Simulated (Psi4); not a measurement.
# One shape, several levels: singlet CH3Cl2Si+

Aim: a comparison of 5 runs (HF/6-31G*, BLYP/6-31G*, revPBE/6-31G*, MP2/6-31G*, CCSD/6-31G*) of singlet CH3Cl2Si+. 

The calculation is run with Psi4 1.11.

## 1. The structure to begin with

CH3Cl2Si+: 7 atoms, total charge +1, spin state singlet. As SMILES of the parent species, `[CH2][SiH](Cl)Cl`. The coordinates come from a PBE0-D4/def2-TZVP relaxation. This is one conformer, not always the lowest. That shape belongs to the parent species and isn't relaxed for this state.

Bond lengths: C1–Si2 1.823 Å, Si2–Cl3 2.049 Å, Si2–Cl4 2.049 Å, C1–H5 1.085 Å, C1–H6 1.085 Å, Si2–H7 1.475 Å. Angles: C1–Si2–Cl3 110.0°, C1–Si2–Cl4 110.0°, Cl3–Si2–Cl4 107.9°, C1–Si2–H7 112.5°, Cl3–Si2–H7 108.1°, Cl4–Si2–H7 108.2°, Si2–C1–H5 122.1°, Si2–C1–H6 122.1°, H5–C1–H6 115.8°.

## 2. The energy at HF/6-31G(d) (spherical functions) (run 1)

ch3cl2si.xyz reads:

```xyz
7
CH3Cl2Si
C     -0.692700     0.892600     0.197500
Si     0.466300    -0.499500    -0.003900
Cl     1.593800    -0.235400    -1.694300
Cl    -0.574000    -2.252500    -0.209200
H     -1.447700     1.127200    -0.545500
H     -0.668800     1.540600     1.067500
H      1.384500    -0.641000     1.142000
```

ch3cl2si.py reads:

```python
import psi4

psi4.set_memory('2200 MB')
psi4.set_num_threads(1)
psi4.set_output_file('ch3cl2si.out', False)

with open('ch3cl2si.xyz') as f:
    atoms = ''.join(f.readlines()[2:])
m = psi4.geometry('1 1\n' + atoms + 'symmetry c1')

psi4.set_options(dict(basis='6-31G*', reference='rhf', puream=True, e_convergence=1e-09, d_convergence=1e-08, scf_type='pk'))

e_tot, wfn = psi4.energy("hf", molecule=m, return_wfn=True)
psi4.oeprop(wfn, "MULLIKEN_CHARGES", "QUADRUPOLE", "DIPOLE", title="HF")
print(f'hf energy: {e_tot:.10f} Eh')
```

The run is started by

```sh
python ch3cl2si.py
```

ch3cl2si.out:

```text
[...]
  Running in c1 symmetry.
[...]
  Nuclear repulsion =  261.789143782980091
[...]
  Multiplicity = 1
[...]
  Nalpha       = 28
  Nbeta        = 28
[...]
    Number of basis functions: 74
[...]
   @RHF iter   1: -1247.13053515609340   -1.27107e-01   4.10926e-03 DIIS/ADIIS
[...]
   @RHF iter  13: -1247.20741274857255   -3.63798e-12   3.30410e-09 DIIS
[...]
    Orbital Energies [Eh]
    ---------------------
    Doubly Occupied:
       1A   -105.005803     2A   -105.005282     3A    -69.066206
       4A    -11.644766     5A    -10.746519     6A    -10.746027
       7A     -8.214549     8A     -8.214056     9A     -8.211754
      10A     -8.211505    11A     -8.211266    12A     -8.211021
      13A     -6.423392    14A     -4.529784    15A     -4.529547
      16A     -4.527764    17A     -1.317202    18A     -1.276667
      19A     -1.253027    20A     -0.956468    21A     -0.939815
      22A     -0.807780    23A     -0.740914    24A     -0.735818
      25A     -0.664920    26A     -0.654462    27A     -0.644008
      28A     -0.637259
[...]
  @RHF Final Energy: -1247.20741274857255
   => Energetics <=
    Nuclear Repulsion Energy =            261.7891437829800907
    One-Electron Energy =               -2233.7379472025168070
    Two-Electron Energy =                 724.7413906709642788
    Total Energy =                      -1247.2074127485725512
[...]
 Multipole Moments:
 ------------------------------------------------------------------------------------
     Multipole            Electronic (a.u.)      Nuclear  (a.u.)        Total (a.u.)
 ------------------------------------------------------------------------------------
 L = 1.  Multiply by 2.5417464519 to convert [e a0] to [Debye]
 Dipole X            :          0.3657437           -1.9619314           -1.5961878
 Dipole Y            :         -2.0238006            4.9504236            2.9266231
 Dipole Z            :         -2.2197743            3.8587550            1.6389807
 Magnitude           :                                                    3.7147269
 L = 2.  Multiply by 1.3450342976 to convert [e a0^2] to [Debye ang]
 Quadrupole XX       :       -216.0188968          188.7975590          -27.2213379
 Quadrupole XY       :        -74.2530392           67.7962480           -6.4567912
[...]
  Mulliken Charges: (a.u.)
   Center  Symbol    Alpha    Beta     Spin     Total
       1     C     3.10943  3.10943  0.00000 -0.21887
       2    SI     6.55687  6.55687  0.00000  0.88625
       3    CL     8.59224  8.59224  0.00000 -0.18448
       4    CL     8.59288  8.59288  0.00000 -0.18576
       5     H     0.31811  0.31811  0.00000  0.36377
       6     H     0.32002  0.32002  0.00000  0.35995
       7     H     0.51043  0.51043  0.00000 -0.02087
   Total alpha = 28.00000, Total beta = 28.00000, Total charge =  1.00000
```

The script printed:

```text
hf energy: -1247.2074127486 Eh
```

Wall time 4.2 s (1 thread of Intel Xeon Platinum 8259CL at 2.50GHz (Skylake/Cascade Lake), shared host); peak memory 0.24 GiB.

## 3. A single-point energy at BLYP/6-31G(d) (spherical functions) (run 2)

input.json reads:

```json
{
  "schema_name": "qcschema_input",
  "schema_version": 1,
  "molecule": {
    "schema_name": "qcschema_molecule",
    "schema_version": 2,
    "symbols": ["C", "Si", "Cl", "Cl", "H", "H", "H"],
    "geometry": [-1.30901329, 1.68676954, 0.37322091, 0.88117929, -0.9439182, -0.00736993, 3.0118455, -0.44484153, -3.20176297, -1.0847028, -4.2566081, -0.39533071, -2.73575651, 2.13009929, -1.0308456, -1.26384883, 2.91131207, 2.01728264, 2.61632582, -1.21131445, 2.15806723],
    "molecular_charge": 1,
    "molecular_multiplicity": 1,
    "fix_symmetry": "c1",
    "fix_com": true,
    "fix_orientation": true
  },
  "driver": "energy",
  "model": {
    "method": "blyp",
    "basis": "6-31G*"
  },
  "keywords": {
    "reference": "rks",
    "puream": true,
    "e_convergence": 1e-09,
    "d_convergence": 1e-08,
    "scf_type": "pk",
    "dft_radial_points": 99,
    "dft_spherical_points": 590
  }
}
```

The run is started by

```sh
psi4 --qcschema input.json -n 1 --memory 2200MB
```

stdout:

```text
[...]
  Running in c1 symmetry.
[...]
  Nuclear repulsion =  261.789143725078929
[...]
  Multiplicity = 1
[...]
  Nalpha       = 28
  Nbeta        = 28
[...]
    Number of basis functions: 74
[...]
   @RKS iter   1: -1249.29570412569751    2.17784e-01   5.67251e-03 ADIIS/DIIS
[...]
   @RKS iter  14: -1249.39870621544151   -2.27374e-12   4.26143e-09 DIIS
[...]
    Orbital Energies [Eh]
    ---------------------
    Doubly Occupied:
       1A   -100.947887     2A   -100.947415     3A    -65.759980
       4A    -10.260521     5A     -9.393584     6A     -9.393134
       7A     -7.224036     8A     -7.223536     9A     -7.218920
      10A     -7.218504    11A     -7.215367    12A     -7.214934
      13A     -5.337996    14A     -3.758668    15A     -3.757240
      16A     -3.753996    17A     -0.982577    18A     -0.955403
      19A     -0.894640    20A     -0.699139    21A     -0.661454
      22A     -0.592306    23A     -0.576801    24A     -0.555865
      25A     -0.507506    26A     -0.498490    27A     -0.482959
      28A     -0.480257
[...]
  @RKS Final Energy: -1249.39870621544151
   => Energetics <=
    Nuclear Repulsion Energy =            261.7891437250789295
    One-Electron Energy =               -2233.7507360495055764
    Two-Electron Energy =                 806.2073970568230834
    DFT Exchange-Correlation Energy =     -83.6445109478379862
    Empirical Dispersion Energy =           0.0000000000000000
    VV10 Nonlocal Energy =                  0.0000000000000000
    Total Energy =                      -1249.3987062154415071
[...]
 Multipole Moments:
 ------------------------------------------------------------------------------------
     Multipole            Electronic (a.u.)      Nuclear  (a.u.)        Total (a.u.)
 ------------------------------------------------------------------------------------
 L = 1.  Multiply by 2.5417464519 to convert [e a0] to [Debye]
 Dipole X            :        -36.2109340           35.8605767           -0.3503573
 Dipole Y            :         79.5665695          -79.1887844            0.3777852
 Dipole Z            :         55.8525182          -55.8699418           -0.0174237
 Magnitude           :                                                    0.5155341
[...]
```

The result, in JSON:

```text
{
 "driver": "energy",
 "model": {
  "method": "blyp",
  "basis": "6-31G*"
 },
 "success": true,
 "return_result": -1249.3987062154415,
 "properties": {
  "calcinfo_nbasis": 74,
  "calcinfo_nmo": 74,
  "calcinfo_nalpha": 28,
  "calcinfo_nbeta": 28,
  "calcinfo_natom": 7,
  "nuclear_repulsion_energy": 261.78914372507893,
  "return_energy": -1249.3987062154415,
  "scf_one_electron_energy": -2233.7507360495056,
  "scf_two_electron_energy": 806.2073970568231,
  "scf_xc_energy": -83.64451094783799,
  "scf_dipole_moment": [-0.35035725801594, 0.3777851694181322, -0.01742365270574453],
  "scf_total_energy": -1249.3987062154415,
  "scf_iterations": 14
 }
}
```

Run time: 15 s. Hardware: 1 thread of Intel Xeon Platinum 8259CL at 2.50GHz (Skylake/Cascade Lake), shared host; peak memory 0.93 GiB.

Runs 3 to 4 aren't shown in full; the table further down has their settings and results.

## 4. The energy at CCSD/6-31G(d) (spherical functions) (run 5)

run.py reads:

```python
import numpy as np
from ase.calculators.psi4 import Psi4
from ase import Atoms

mol = Atoms(['C', 'Si', 'Cl', 'Cl', 'H', 'H', 'H'], positions=[
    [-0.692700, 0.892600, 0.197500],
    [0.466300, -0.499500, -0.003900],
    [1.593800, -0.235400, -1.694300],
    [-0.574000, -2.252500, -0.209200],
    [-1.447700, 1.127200, -0.545500],
    [-0.668800, 1.540600, 1.067500],
    [1.384500, -0.641000, 1.142000],
])
calc = Psi4(atoms=mol, method='ccsd', basis='6-31G*', memory='2200MB', num_threads=1, charge=1, multiplicity=1, label='ch3cl2si')
calc.psi4.set_options({'puream': True, 'e_convergence': 1e-09, 'd_convergence': 1e-08, 'scf_type': 'pk', 'num_frozen_docc': 16})
mol.calc = calc

print(f'energy: {mol.get_potential_energy():.6f} eV')
```

The run is started by

```sh
python run.py
```

ch3cl2si.dat:

```text
[...]
  Running in c1 symmetry.
[...]
  Nuclear repulsion =  261.789143782980091
[...]
  Multiplicity = 1
[...]
  Nalpha       = 28
  Nbeta        = 28
[...]
    Number of basis functions: 74
[...]
   @RHF iter   1: -1247.13053515609272   -1.27107e-01   4.10926e-03 DIIS/ADIIS
[...]
   @RHF iter  13: -1247.20741274857073   -1.36424e-12   3.30410e-09 DIIS
[...]
    Orbital Energies [Eh]
    ---------------------
    Doubly Occupied:
       1A   -105.005803     2A   -105.005282     3A    -69.066206
       4A    -11.644766     5A    -10.746519     6A    -10.746027
       7A     -8.214549     8A     -8.214056     9A     -8.211754
      10A     -8.211505    11A     -8.211266    12A     -8.211021
      13A     -6.423392    14A     -4.529784    15A     -4.529547
      16A     -4.527764    17A     -1.317202    18A     -1.276667
      19A     -1.253027    20A     -0.956468    21A     -0.939815
      22A     -0.807780    23A     -0.740914    24A     -0.735818
      25A     -0.664920    26A     -0.654462    27A     -0.644008
      28A     -0.637259
[...]
  @RHF Final Energy: -1247.20741274857073
   => Energetics <=
    Nuclear Repulsion Energy =            261.7891437829800907
    One-Electron Energy =               -2233.7379472025131690
    Two-Electron Energy =                 724.7413906709623461
    Total Energy =                      -1247.2074127485707322
[...]
 Multipole Moments:
 ------------------------------------------------------------------------------------
     Multipole            Electronic (a.u.)      Nuclear  (a.u.)        Total (a.u.)
 ------------------------------------------------------------------------------------
 L = 1.  Multiply by 2.5417464519 to convert [e a0] to [Debye]
 Dipole X            :          0.3657437           -1.9619314           -1.5961878
 Dipole Y            :         -2.0238006            4.9504236            2.9266231
 Dipole Z            :         -2.2197743            3.8587550            1.6389807
 Magnitude           :                                                    3.7147269
[...]
      * MP2 total energy                      = -1247.630093996525147
[...]
      * CCSD total energy                     = -1247.684018876020446
```

On the terminal:

```text
energy: -33951.211474 eV
```

Wall time 16 s (1 thread of Intel Xeon Platinum 8259CL at 2.50GHz (Skylake/Cascade Lake), shared host); peak memory 0.38 GiB.

## 5. All runs side by side

```
run                                level         integration grid  frozen core orbitals   energy (Eh)  HOMO energy (eV)  LUMO energy (eV)  HOMO–LUMO gap (eV)  wall time
  1      HF/6-31G* (spherical functions)                        –                     0  -1247.207413            -17.34             -7.94                9.40      4.2 s
  2    BLYP/6-31G* (spherical functions)  99 radial × 590 angular                     0  -1249.398706            -13.07            -12.29                0.78       15 s
  3  revPBE/6-31G* (spherical functions)  99 radial × 590 angular                     0  -1249.189323            -13.21            -12.46                0.75       21 s
  4     MP2/6-31G* (spherical functions)                        –                    16  -1247.630094            -17.34             -7.94                9.40      6.9 s
  5    CCSD/6-31G* (spherical functions)                        –                    16  -1247.684019            -17.34             -7.94                9.40       16 s
```

## 6. Summary of results

| quantity | value |
| --- | --- |
| run 5: total energy | -1247.68402 Eh |
| run 5: HOMO energy (Hartree–Fock orbitals) | -17.34 eV |
| run 5: LUMO energy (Hartree–Fock orbitals) | -7.94 eV |
| run 5: HOMO–LUMO gap (Hartree–Fock orbitals) | 9.40 eV |
| run 5: correlation energy (16 core orbitals frozen) | -476.6 mEh |
| run 5: T1 diagnostic | 0.028 |

In words: Below the HF energy at the same shape and in the same basis (6-31G*): MP2 -422.7 mEh; CCSD -476.6 mEh. Over runs 1, 2, 3 the HOMO–LUMO gap runs from 0.75 eV (revPBE/6-31G*) to 9.40 eV (HF/6-31G*). Exact exchange widens orbital gaps. Totals of different functionals can't be ranked against each other. All runs together took 64 s, the longest 21 s.
